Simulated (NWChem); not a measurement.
**C2H7BO2 (SMILES COB(C)O) at 3 levels**

We compute a comparison of 3 runs (HF/def2-SVP, PBE0/def2-SVP, TPSS/def2-SVP) of C2H7BO2. 

The calculation is run with NWChem 7.3.0.

### 1 Starting point

C2H7BO2 has 12 atoms, charge 0, and is taken as a singlet. As SMILES, `COB(C)O`. The coordinates come from a PBE0-D4/def2-TZVP relaxation. This is one conformer, not always the lowest.

Bond lengths: C1–O2 1.408 Å, O2–B3 1.368 Å, B3–C4 1.569 Å, B3–O5 1.364 Å, C1–H6 1.094 Å, C1–H7 1.094 Å, C1–H8 1.090 Å, C4–H9 1.095 Å, C4–H10 1.090 Å, C4–H11 1.094 Å, O5–H12 0.962 Å. Some angles: C1–O2–B3 121.9°, O2–B3–C4 123.9°, O2–B3–O5 116.5°, C4–B3–O5 119.6°, O2–C1–H6 111.3°, O2–C1–H7 111.8°, O2–C1–H8 107.9°, B3–C4–H9 111.0°, B3–C4–H10 111.5°, B3–C4–H11 111.6°.

### 2 Energy and forces at HF/def2-SVP (run 1)

work.xyz reads:

```xyz
12
C2H7BO2 hf
C     -0.385800     1.104700     1.227500
O     -0.288300     1.094500    -0.177300
B      0.078500    -0.027600    -0.868600
C      0.403800    -1.405400    -0.192200
O      0.151500     0.090300    -2.225400
H      0.601000     1.027300     1.694500
H     -1.011800     0.286800     1.596500
H     -0.837700     2.051400     1.525200
H     -0.473600    -1.805200     0.327000
H      0.726300    -2.144900    -0.925200
H      1.187500    -1.307000     0.565300
H     -0.074500     0.980100    -2.513200
```

run.py reads:

```python
from ase.io import read
from ase.calculators.nwchem import NWChem

mol = read('work.xyz')

calc = NWChem(
    label='work',
    theory='scf',
    memory='2200 mb',
    basis='def2-SVP',
    basispar='spherical bse',
    scf={'nopen': '0', 'rhf': None, 'thresh': '1e-08', 'maxiter': '80'},
)
mol.calc = calc

forces = mol.get_forces()
e = mol.get_potential_energy()
print(f"E = {e:.6f} eV")
print("forces (eV/A):")
for s, f in zip(mol.symbols, forces):
    print(f"{s:2s} {f[0]:10.5f} {f[1]:10.5f} {f[2]:10.5f}")
print("dipole (e A):", mol.get_dipole_moment().round(4))
```

The run is started by

```console
export ASE_NWCHEM_COMMAND="nwchem PREFIX.nwi > PREFIX.nwo"
python run.py
```

What it wrote:

```text
E = -6915.613433 eV
forces (eV/A):
C    -0.01188    0.14367   -0.36278
O     0.08634   -0.46552    0.46707
B    -0.12264    0.61974   -0.58714
C     0.08485   -0.39019    0.21911
O    -0.25984    0.87505    0.19160
H    -0.10480    0.01867   -0.05009
H     0.05554    0.11776   -0.04561
H     0.04227   -0.08593   -0.00134
H     0.00288    0.00797   -0.03749
H    -0.00242    0.02581    0.00401
H     0.00576    0.00242   -0.03306
H     0.22394   -0.86950    0.23577
dipole (e A): [-0.0683  0.1435  0.3708]
```

The calculator wrote work.nwi:

```
title "work"

permanent_dir work

scratch_dir work

start work

geometry units angstrom nocenter noautosym noautoz
  C  -3.8579999999999998e-01 1.1047000000000000e+00 1.2275000000000000e+00
  O  -2.8830000000000000e-01 1.0945000000000000e+00 -1.7730000000000001e-01
  B  7.8500000000000000e-02 -2.7600000000000000e-02 -8.6860000000000004e-01
  C  4.0379999999999999e-01 -1.4054000000000000e+00 -1.9220000000000001e-01
  O  1.5150000000000000e-01 9.0300000000000005e-02 -2.2254000000000000e+00
  H  6.0099999999999998e-01 1.0273000000000001e+00 1.6944999999999999e+00
  H  -1.0118000000000000e+00 2.8680000000000000e-01 1.5965000000000000e+00
  H  -8.3770000000000000e-01 2.0514000000000001e+00 1.5251999999999999e+00
  H  -4.7360000000000002e-01 -1.8051999999999999e+00 3.2700000000000001e-01
  H  7.2629999999999995e-01 -2.1448999999999998e+00 -9.2520000000000002e-01
  H  1.1875000000000000e+00 -1.3069999999999999e+00 5.6530000000000002e-01
  H  -7.4499999999999997e-02 9.8009999999999997e-01 -2.5131999999999999e+00
end

memory 2200 mb

basis spherical bse noprint
   * library def2-SVP
end

scf
  nopen 0
  rhf
  thresh 1e-08
  maxiter 80
end

task scf gradient
```

work.nwo, cut to the lines that bear on the results:

```text
[...]
      One-electron energy =   -691.769227255679
[... 1 line left out ...]
 Nuclear repulsion energy =    173.838704150264
[... 38 lines left out ...]
                       ROHF Final Molecular Orbital Analysis
[... 252 lines left out ...]
     1   1 0 0     -0.129106      0.000000     -0.900832
[...]
  wavefunction    =   RHF
                         RHF ENERGY GRADIENTS
    atom               coordinates                        gradient
                 x          y          z           x          y          z
   1 C      -0.729056   2.087580   2.319639    0.000231  -0.002794   0.007055
   2 O      -0.544808   2.068305  -0.335048   -0.001679   0.009053  -0.009083
   3 B       0.148343  -0.052156  -1.641416    0.002385  -0.012052   0.011418
[... 8 lines of this table left out ...]
  12 H      -0.140785   1.852120  -4.749259   -0.004355   0.016909  -0.004585
[...]
```

Run time: 20 s. Hardware: 1 thread of Intel Xeon Platinum 8375C at 2.90GHz (Ice Lake), shared host; peak memory 0.1 GiB.

### 3 Energy and gradient at PBE0/def2-SVP (run 2)

run.py reads:

```python
from ase import Atoms
from ase.calculators.nwchem import NWChem

atoms = Atoms(['C', 'O', 'B', 'C', 'O', 'H', 'H', 'H', 'H', 'H', 'H', 'H'], positions=[
    [-0.385800, 1.104700, 1.227500],
    [-0.288300, 1.094500, -0.177300],
    [0.078500, -0.027600, -0.868600],
    [0.403800, -1.405400, -0.192200],
    [0.151500, 0.090300, -2.225400],
    [0.601000, 1.027300, 1.694500],
    [-1.011800, 0.286800, 1.596500],
    [-0.837700, 2.051400, 1.525200],
    [-0.473600, -1.805200, 0.327000],
    [0.726300, -2.144900, -0.925200],
    [1.187500, -1.307000, 0.565300],
    [-0.074500, 0.980100, -2.513200],
])

calc = NWChem(
    label='c2h7bo2',
    theory='dft',
    memory='2200 mb',
    basis='def2-SVP',
    basispar='spherical bse',
    dft={'xc': 'pbe0', 'mult': '1', 'grid': 'fine', 'convergence': 'energy 1e-08', 'iterations': '100', 'mulliken': None},
)
atoms.calc = calc

forces = atoms.get_forces()
e = atoms.get_potential_energy()
print(f"E = {e:.6f} eV")
print("forces (eV/A):")
for s, f in zip(atoms.symbols, forces):
    print(f"{s:2s} {f[0]:10.5f} {f[1]:10.5f} {f[2]:10.5f}")
print("dipole (e A):", atoms.get_dipole_moment().round(4))
```

The run is started by

```console
export ASE_NWCHEM_COMMAND="nwchem PREFIX.nwi > PREFIX.nwo"
python run.py
```

What it wrote:

```text
E = -6948.350217 eV
forces (eV/A):
C     0.03641    0.01471   -0.59804
O    -0.00370   -0.05456    0.20214
B    -0.02448    0.15704   -0.22672
C    -0.02751    0.12676   -0.05795
O     0.03342   -0.14918    0.10881
H     0.25053   -0.01723    0.16918
H    -0.16722   -0.20255    0.14146
H    -0.12490    0.26169    0.13853
H    -0.22986   -0.09225    0.12701
H     0.08670   -0.19463   -0.20363
H     0.20348    0.03512    0.18923
H    -0.03281    0.11508    0.00992
dipole (e A): [-0.0668  0.1532  0.3162]
```

The calculator wrote c2h7bo2.nwi:

```
title "c2h7bo2"

permanent_dir c2h7bo2

scratch_dir c2h7bo2

start c2h7bo2

geometry units angstrom nocenter noautosym noautoz
  C  -3.8579999999999998e-01 1.1047000000000000e+00 1.2275000000000000e+00
  O  -2.8830000000000000e-01 1.0945000000000000e+00 -1.7730000000000001e-01
  B  7.8500000000000000e-02 -2.7600000000000000e-02 -8.6860000000000004e-01
  C  4.0379999999999999e-01 -1.4054000000000000e+00 -1.9220000000000001e-01
  O  1.5150000000000000e-01 9.0300000000000005e-02 -2.2254000000000000e+00
  H  6.0099999999999998e-01 1.0273000000000001e+00 1.6944999999999999e+00
  H  -1.0118000000000000e+00 2.8680000000000000e-01 1.5965000000000000e+00
  H  -8.3770000000000000e-01 2.0514000000000001e+00 1.5251999999999999e+00
  H  -4.7360000000000002e-01 -1.8051999999999999e+00 3.2700000000000001e-01
  H  7.2629999999999995e-01 -2.1448999999999998e+00 -9.2520000000000002e-01
  H  1.1875000000000000e+00 -1.3069999999999999e+00 5.6530000000000002e-01
  H  -7.4499999999999997e-02 9.8009999999999997e-01 -2.5131999999999999e+00
end

memory 2200 mb

basis spherical bse noprint
   * library def2-SVP
end

dft
  xc pbe0
  mult 1
  grid fine
  convergence energy 1e-08
  iterations 100
  mulliken
end

task dft gradient
```

c2h7bo2.nwo, cut to the lines that bear on the results:

```text
[...]
         Total DFT energy =     -255.347162803931
[...]
  wavefunction    = closed shell
                         DFT ENERGY GRADIENTS
    atom               coordinates                        gradient
                 x          y          z           x          y          z
   1 C      -0.729056   2.087580   2.319639   -0.000708  -0.000286   0.011630
   2 O      -0.544808   2.068305  -0.335048    0.000072   0.001061  -0.003931
   3 B       0.148343  -0.052156  -1.641416    0.000476  -0.003054   0.004409
[... 8 lines of this table left out ...]
  12 H      -0.140785   1.852120  -4.749259    0.000638  -0.002238  -0.000193
[...]
```

It took 31 s on 1 thread of Intel Xeon Platinum 8375C at 2.90GHz (Ice Lake), shared host; peak memory 0.12 GiB.

### 4 Energy and forces at TPSS/def2-SVP (run 3)

sp.nw reads:

```
START sp
TITLE "C2H7BO2"
memory total 2200 mb
charge 0

GEOMETRY noautosym nocenter noautoz
 C     -0.385800     1.104700     1.227500
 O     -0.288300     1.094500    -0.177300
 B      0.078500    -0.027600    -0.868600
 C      0.403800    -1.405400    -0.192200
 O      0.151500     0.090300    -2.225400
 H      0.601000     1.027300     1.694500
 H     -1.011800     0.286800     1.596500
 H     -0.837700     2.051400     1.525200
 H     -0.473600    -1.805200     0.327000
 H      0.726300    -2.144900    -0.925200
 H      1.187500    -1.307000     0.565300
 H     -0.074500     0.980100    -2.513200
END

BASIS spherical bse
 C library def2-SVP
 O library def2-SVP
 B library def2-SVP
 H library def2-SVP
END

DFT
 xc xtpss03 ctpss03
 grid fine
 convergence energy 1e-08
 maxiter 100
 mulliken
END

TASK dft gradient
```

The run is started by

```console
nwchem sp.nw > sp.out
```

What it wrote:

```text
[...]
          Wavefunction type:  closed shell.
          No. of atoms     :    12
          No. of electrons :    40
[...]
          Charge           :     0
          Spin multiplicity:     1
[...]
          AO basis - number of functions:   105
[...]
              XC Information
              --------------
                  TPSS metaGGA Exchange Functional  1.000
             TPSS03 metaGGA Correlation Functional  1.000
[...]
 d= 0,ls=0.0,diis     1   -255.5837061151 -4.29D+02  1.29D-02  6.97D-01     3.4
[...]
 d= 0,ls=0.0,diis    10   -255.6767862538 -5.18D-09  4.10D-07  4.39D-09    30.9
         Total DFT energy =     -255.676786253826
      One electron energy =     -692.159925675342
           Coulomb energy =      297.478032994412
    Exchange-Corr. energy =      -34.833597723159
 Nuclear repulsion energy =      173.838704150264
[...]
      Total Density - Mulliken Population Analysis
     ---------------------------------------------
    Atom       Charge   Shell Charges
 -----------   ------   -------------------------------------------------------
    1 C    6     5.82   1.99  0.90  0.10  2.07  0.70  0.06
    2 O    8     8.26   1.99  1.08  0.62  2.91  1.65  0.01
    3 B    5     5.01   1.99  0.77  0.07  1.60  0.39  0.19
    4 C    6     6.11   1.99  0.89  0.17  2.14  0.91  0.02
    5 O    8     8.13   1.99  1.09  0.55  2.90  1.59  0.01
    6 H    1     0.98   0.77  0.19  0.02
    7 H    1     0.98   0.77  0.20  0.02
    8 H    1     0.97   0.77  0.18  0.02
    9 H    1     0.97   0.75  0.19  0.03
   10 H    1     0.96   0.75  0.19  0.02
[...]
  wavefunction    = closed shell
                         DFT ENERGY GRADIENTS
    atom               coordinates                        gradient
                 x          y          z           x          y          z
   1 C      -0.729056   2.087580   2.319639    0.000448  -0.001143  -0.000014
   2 O      -0.544808   2.068305  -0.335048    0.001623  -0.006368   0.003570
   3 B       0.148343  -0.052156  -1.641416   -0.000604   0.001597   0.001242
   4 C       0.763071  -2.655821  -0.363205    0.000200  -0.001547   0.001768
   5 O       0.286293   0.170642  -4.205396   -0.003570   0.011460   0.004674
   6 H       1.135725   1.941316   3.202141   -0.007069   0.000559  -0.004026
   7 H      -1.912025   0.541973   3.016948    0.004546   0.005773  -0.003333
   8 H      -1.583023   3.876584   2.882210    0.003374  -0.007141  -0.002947
   9 H      -0.894974  -3.411333   0.617940    0.006520   0.003147  -0.003920
  10 H       1.372508  -4.053273  -1.748374   -0.002522   0.005943   0.005252
  11 H       2.244050  -2.469872   1.068262   -0.005962  -0.000536  -0.005634
[...]
```

Wall time 41 s (1 thread of Intel Xeon Platinum 8375C at 2.90GHz (Ice Lake), shared host); peak memory 0.12 GiB.

### 5 All runs side by side

```tsv
run	level	iteration cap	module	energy (Eh)	dipole moment (D)	HOMO energy (eV)	LUMO energy (eV)	wall time
1	HF/def2-SVP	80	scf	-254.144108	1.94	-12.45	4.55	20 s
2	PBE0/def2-SVP	100	dft	-255.347163	1.72	-8.27	1.71	31 s
3	TPSS/def2-SVP	100	dft	-255.676786	1.65	-6.73	0.88	41 s
```

### 6 What came out

| quantity | value |
| --- | --- |
| run 3: total energy | -255.67679 Eh |
| run 3: dipole moment | 1.65 D |
| run 3: HOMO energy | -6.73 eV |
| run 3: LUMO energy | 0.88 eV |
| run 3: HOMO–LUMO gap | 7.61 eV |
| run 3: largest force on an atom | 0.662 eV/Å |

In words: The dipole moment (its size) runs from 1.65 D (TPSS/def2-SVP) to 1.94 D (HF/def2-SVP). The HOMO–LUMO gap runs from 7.61 eV (TPSS/def2-SVP) to 17.00 eV (HF/def2-SVP). Exact exchange widens orbital gaps. Totals of different functionals can't be ranked against each other. All runs together took 91 s, the longest 41 s.
